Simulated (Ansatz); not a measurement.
Runs of Ansatz 0.2.0 on Ni. The cell holds a sheet with vacuum, 1 atom: a = 2.259 Å, b = 2.259 Å, c = 23.800 Å, α = 90.00°, β = 90.00°, γ = 90.00°. The cell was built by a generator and needn't be a form met in nature.

| task | level | cell | cutoff (eV) | basis error allowed | gap on the mesh (eV) | moment (μB) | work function (eV) |
| --- | --- | --- | --- | --- | --- | --- | --- |
| relaxation of the atoms | PBE | atoms relaxed | - | 0.002 eV/atom | - | 0.88 | - |
| projected density of states | PBE | as given | 361 | 0.002 eV/atom | - | 0.88 | 5.25 |
| work function | PBE | as given | 361 | 0.002 eV/atom | none | 0.88 | 5.25 |
| single point | PBE | as given | 389 | 0.001 eV/atom | none | 0.88 | - |
| work function | PBEsol | as given | 360 | 0.002 eV/atom | none | 0.88 | 5.37 |
| work function | LDA | as given | 360 | 0.002 eV/atom | none | (a) | 5.62 |

Alike in all rows: potentials or basis all-electron LAPW, scalar-relativistic; spin collinear, ferromagnetic start; k mesh 12 × 12 × 1; smearing fermi-dirac 0.05 eV.

**Question.** Fill in the values left out.

**Answer.** (a) 0.85.

Caveats: the relaxation stopped at its first step, so nothing moved (some runs).

A gap of «none» marks a metal or a gap under the smearing width.
